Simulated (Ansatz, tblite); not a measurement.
# C30H26S8: spin states and exact exchange

Is the singlet the ground state of C30H26S8? Other spin states are computed and compared level by level.

Method: as each input shows; program: Ansatz 0.2.0, Gaussian basis.

Levels to be run: triplet, at the geometry of the singlet (GFN1-xTB, GFN2-xTB, PBE0-D4/def2-TZVP, PBE-D4/def2-TZVP); the singlet's energies come from earlier runs.

## 1. The relaxed structure

The geometry is that of the singlet, from an earlier relaxation (PBE-D4/def2-SVP).

SMILES `Cc1cc(-c2sc(-c3sc(-c4sc(-c5sc(-c6sc(S)cc6C)cc5C)cc4C)cc3C)cc2C)sc1S`, 64 atoms, charge 0, spin multiplicity 1.

Bond lengths: C1–C2 1.500 Å, C1–H39 1.110 Å, C1–H40 1.110 Å, C1–H41 1.107 Å, C2–C3 1.424 Å, C2–C37 1.396 Å, C3–C4 1.398 Å, C3–H42 1.100 Å, C4–C5 1.443 Å, C4–S36 1.755 Å, C5–S6 1.754 Å, C5–C34 1.406 Å, S6–C7 1.754 Å, C7–C8 1.440 Å, C7–C33 1.398 Å, C8–S9 1.755 Å, C8–C31 1.408 Å, S9–C10 1.755 Å and more. Angles: C2–C1–H39 111.1°, C2–C1–H40 111.2°, C2–C1–H41 110.7°, H39–C1–H40 107.0°, H39–C1–H41 108.3°, H40–C1–H41 108.4°, C1–C2–C3 124.1°, C1–C2–C37 124.4°, C3–C2–C37 111.5°, C2–C3–C4 114.9°, C2–C3–H42 122.9°, C4–C3–H42 122.2°, C3–C4–C5 127.6°, C3–C4–S36 109.6°, C5–C4–S36 122.8°, C4–C5–S6 118.4°, C4–C5–C34 130.8°, S6–C5–C34 110.8° and more.

## 2. Triplet at the fixed geometry, GFN1-xTB

Tight binding, by tblite at 300 K electronic temperature and without a spin-polarisation term:

```python
tblite.interface.Calculator('GFN1-xTB', numbers, positions, charge=0, uhf=2).singlepoint()
```

Energy -2911.1144 eV; 0.46 s.

## 3. Triplet at the fixed geometry, GFN2-xTB

Tight binding, by tblite at 300 K electronic temperature and without a spin-polarisation term:

```python
tblite.interface.Calculator('GFN2-xTB', numbers, positions, charge=0, uhf=2).singlepoint()
```

Energy -2814.1678 eV; 0.41 s.

## 4. Triplet at the fixed geometry, PBE0-D4/def2-TZVP

in.yaml

```yaml
crystal:
  periodic: [false, false, false]
  atoms:
    - {symbol: C, position_ang: [-10.950625, -2.047793, -0.407005]}
    - {symbol: C, position_ang: [-10.090039, -0.819162, -0.392861]}
    - {symbol: C, position_ang: [-8.668660, -0.840135, -0.310986]}
    - {symbol: C, position_ang: [-8.060139, 0.418003, -0.312829]}
    - {symbol: C, position_ang: [-6.648358, 0.713055, -0.256603]}
    - {symbol: S, position_ang: [-5.514986, -0.625713, -0.287690]}
    - {symbol: C, position_ang: [-4.125949, 0.441003, -0.185104]}
    - {symbol: C, position_ang: [-2.770864, -0.044098, -0.157765]}
    - {symbol: S, position_ang: [-1.472065, 1.123397, 0.013735]}
    - {symbol: C, position_ang: [-0.235908, -0.121263, -0.036479]}
    - {symbol: C, position_ang: [1.169175, 0.174733, 0.055417]}
    - {symbol: S, position_ang: [2.312651, -1.146810, -0.109354]}
    - {symbol: C, position_ang: [3.693823, -0.087562, 0.111426]}
    - {symbol: C, position_ang: [5.051877, -0.564837, 0.096971]}
    - {symbol: S, position_ang: [6.342163, 0.585057, 0.399837]}
    - {symbol: C, position_ang: [7.585663, -0.639034, 0.220983]}
    - {symbol: C, position_ang: [8.992397, -0.346357, 0.353834]}
    - {symbol: S, position_ang: [10.146773, -1.655042, 0.146327]}
    - {symbol: C, position_ang: [11.498449, -0.607984, 0.500393]}
    - {symbol: S, position_ang: [13.168609, -1.157367, 0.389823]}
    - {symbol: C, position_ang: [11.066708, 0.689140, 0.727863]}
    - {symbol: C, position_ang: [9.652957, 0.859401, 0.646360]}
    - {symbol: C, position_ang: [8.973339, 2.178981, 0.877394]}
    - {symbol: C, position_ang: [6.989646, -1.870984, -0.057843]}
    - {symbol: C, position_ang: [5.573993, -1.852104, -0.129807]}
    - {symbol: C, position_ang: [4.749310, -3.073292, -0.419469]}
    - {symbol: C, position_ang: [3.249021, 1.224694, 0.297520]}
    - {symbol: C, position_ang: [1.842665, 1.392649, 0.268328]}
    - {symbol: C, position_ang: [1.170614, 2.723607, 0.446457]}
    - {symbol: C, position_ang: [-0.842145, -1.373065, -0.179436]}
    - {symbol: C, position_ang: [-2.257243, -1.351503, -0.247902]}
    - {symbol: C, position_ang: [-3.091854, -2.590944, -0.395798]}
    - {symbol: C, position_ang: [-4.561256, 1.768324, -0.134784]}
    - {symbol: C, position_ang: [-5.968042, 1.940722, -0.174565]}
    - {symbol: C, position_ang: [-6.631205, 3.287393, -0.134012]}
    - {symbol: S, position_ang: [-9.289705, 1.666589, -0.410153]}
    - {symbol: C, position_ang: [-10.578473, 0.487070, -0.465176]}
    - {symbol: S, position_ang: [-12.258979, 1.023262, -0.476829]}
    - {symbol: H, position_ang: [-10.724120, -2.683482, -1.288821]}
    - {symbol: H, position_ang: [-10.776467, -2.669661, 0.495707]}
    - {symbol: H, position_ang: [-12.022706, -1.773479, -0.441557]}
    - {symbol: H, position_ang: [-8.087711, -1.772097, -0.247440]}
    - {symbol: H, position_ang: [13.123588, -2.074333, 1.405511]}
    - {symbol: H, position_ang: [11.763000, 1.505974, 0.963341]}
    - {symbol: H, position_ang: [8.273272, 2.139684, 1.739470]}
    - {symbol: H, position_ang: [8.376528, 2.497712, -0.003784]}
    - {symbol: H, position_ang: [9.718222, 2.971309, 1.084572]}
    - {symbol: H, position_ang: [7.578878, -2.786897, -0.210436]}
    - {symbol: H, position_ang: [4.062699, -3.316212, 0.419240]}
    - {symbol: H, position_ang: [4.115633, -2.939003, -1.321565]}
    - {symbol: H, position_ang: [5.398512, -3.953367, -0.589608]}
    - {symbol: H, position_ang: [3.943026, 2.063280, 0.453259]}
    - {symbol: H, position_ang: [0.591566, 3.017743, -0.454705]}
    - {symbol: H, position_ang: [1.917584, 3.516949, 0.640500]}
    - {symbol: H, position_ang: [0.454919, 2.714832, 1.295534]}
    - {symbol: H, position_ang: [-0.260087, -2.304713, -0.229746]}
    - {symbol: H, position_ang: [-3.729016, -2.554230, -1.304727]}
    - {symbol: H, position_ang: [-3.776694, -2.732595, 0.467258]}
    - {symbol: H, position_ang: [-2.449960, -3.489793, -0.467987]}
    - {symbol: H, position_ang: [-3.861680, 2.614315, -0.071079]}
    - {symbol: H, position_ang: [-7.202130, 3.494175, -1.064341]}
    - {symbol: H, position_ang: [-7.353279, 3.367356, 0.705886]}
    - {symbol: H, position_ang: [-5.879829, 4.091195, -0.014095]}
    - {symbol: H, position_ang: [-12.407070, 1.173318, -1.830613]}
basis:
  gaussian: {orbitals: def2-TZVP, fitting: {mean_field: def2-universal-jkfit}}
magnetization: {spin_polarized: true, initial_magnetization: 2}
hamiltonian: {xc: pbe0, dispersion: d4}
scf: {omitted_lower_state_checks: [starts]}
output: {orbitals: {seedname: orbitals}}
```

Run with:

```sh
> ansatz run in.yaml --threads 4 --pin off --events-out ev --progress --plain --max-ram 46080MiB --backend cuda --devices 0, --max-vram 37GiB
```

What it wrote:

```text
Functional definition: PBE0
  name "PBE0"
  cite "Adamo & Barone, J. Chem. Phys. 110, 6158 (1999) doi:10.1063/1.478522"
  cite "Perdew, Burke & Ernzerhof, Phys. Rev. Lett. 77, 3865 (1996) doi:10.1103/PhysRevLett.77.3865"
  parent pbe
  parameter a = 0.25
  parameter kappa = 0.804
  parameter beta = 0.06672455060314922
  exchange = (1 - a)*pbe_x(kappa = kappa, mu = beta*pi^2/3) + a*exact_x
  correlation = pbe_c(beta = beta)
these checks for a lower state are left out or cut short: starts
3742 factors; integrals over basis functions are off by at most 5.8e-1 eV
mean field evaluation 1: about -118086.7891 eV, gradient 1.2e2 eV
mean field evaluation 2: about -117347.8310 eV, gradient 2.9e2 eV
mean field evaluation 4: about -118146.6377 eV, gradient 4.4e1 eV
mean field evaluation 8: about -118161.3509 eV, gradient 6.1e0 eV
mean field evaluation 16: about -118161.7497 eV, gradient 2.6e-1 eV
mean field evaluation 32: about -118161.7567 eV, gradient 7.9e-3 eV
mean field -118161.75672068 eV, -4342.3644665697 hartree, gradient 8.6e-6 eV, S^2 2.047102; 0 other end points of the search recorded, 0 dependent functions left out
reference -118161.75681822 eV, -4342.3644701541 hartree; 168, 166 occupied and 1214, 1216 virtual orbitals, 3742 factors
Total energy: -118164.44675124 eV, -4342.4633233693 hartree
Checks for a lower state left out: starts
```

It took 55 s on 1 × H100 (card shared with other runs) with 4 threads of AMD EPYC 7R13, shared host; peak host memory 2.6 GiB.

From the report: HOMO -3.44 eV, LUMO -3.86 eV (over both spins; with the spin held, an empty level of the minority spin lies below the top filled one); ⟨S²⟩ 2.047 (pure: 2.00).

## 5. Triplet at the fixed geometry, PBE-D4/def2-TZVP

start.molden holds the orbitals of an earlier run on this state, given as this run's starting guess.

in.yaml: that of step 4 with these lines changed.

```diff
@@ -68,5 +68,5 @@
 basis:
-  gaussian: {orbitals: def2-TZVP, fitting: {mean_field: def2-universal-jkfit}}
+  gaussian: {orbitals: def2-TZVP, fitting: {mean_field: def2-universal-jkfit}, initial_orbitals: start.molden}
 magnetization: {spin_polarized: true, initial_magnetization: 2}
-hamiltonian: {xc: pbe0, dispersion: d4}
+hamiltonian: {xc: pbe, dispersion: d4}
 scf: {omitted_lower_state_checks: [starts]}
```

Same command.

What it wrote:

```text
Functional definition: PBE
  name "PBE"
  cite "Perdew, Burke & Ernzerhof, Phys. Rev. Lett. 77, 3865 (1996) doi:10.1103/PhysRevLett.77.3865"
  parent pbe
  parameter kappa = 0.804
  parameter beta = 0.06672455060314922
  exchange = pbe_x(kappa = kappa, mu = beta*pi^2/3)
  correlation = pbe_c(beta = beta)
these checks for a lower state are left out or cut short: starts
3742 factors; integrals over basis functions are off by at most 5.8e-1 eV
mean field evaluation 1: about -118151.8789 eV, gradient 2.1e1 eV
mean field evaluation 2: about -118152.6651 eV, gradient 9.9e-1 eV
mean field evaluation 4: about -118152.7385 eV, gradient 4.0e-1 eV
mean field evaluation 8: about -118152.7399 eV, gradient 2.4e-5 eV
mean field -118152.73988069 eV, -4342.0331038117 hartree, gradient 2.4e-5 eV, S^2 2.005299; 0 other end points of the search recorded, 0 dependent functions left out
reference -118152.74001456 eV, -4342.0331087314 hartree; 168, 166 occupied and 1214, 1216 virtual orbitals, 3742 factors
Total energy: -118155.83905257 eV, -4342.1469962777 hartree
Checks for a lower state left out: starts
```

It took 18 s on 1 × H100 (card shared with other runs) with 4 threads of AMD EPYC 7R13, shared host; peak host memory 1.8 GiB.

From the report: HOMO -2.98 eV, LUMO -4.23 eV (over both spins; with the spin held, an empty level of the minority spin lies below the top filled one); ⟨S²⟩ 2.005 (pure: 2.00).

## 6. Triplet less singlet, vertical

The singlet's energies are those of its earlier runs, whose logs aren't repeated here.

| level | triplet less singlet, vertical (kJ/mol) | time |
| --- | --- | --- |
| GFN1-xTB | +138.2 | 0.79 s |
| GFN2-xTB | +134.6 | 0.75 s |
| PBE-D4/def2-TZVP | +131.2 | 29 s |
| PBE0-D4/def2-TZVP | +152.0 | 69 s |

Times add the two runs; a level without a time comes out of a correlated run. Tight binding without a spin term can't rank spin states.

## 7. What came out

| quantity | value |
| --- | --- |
| triplet less singlet, vertical, functionals in def2-TZVP | +131.2 (PBE-D4) to +152.0 kJ/mol (PBE0-D4) |

**Reading.** All functionals put the triplet above the singlet, over a spread of 20.8 kJ/mol. The checks for a lower triplet were left out, so another state of that spin may lie lower. These are electronic energies, without zero-point motion, entropy or surroundings.
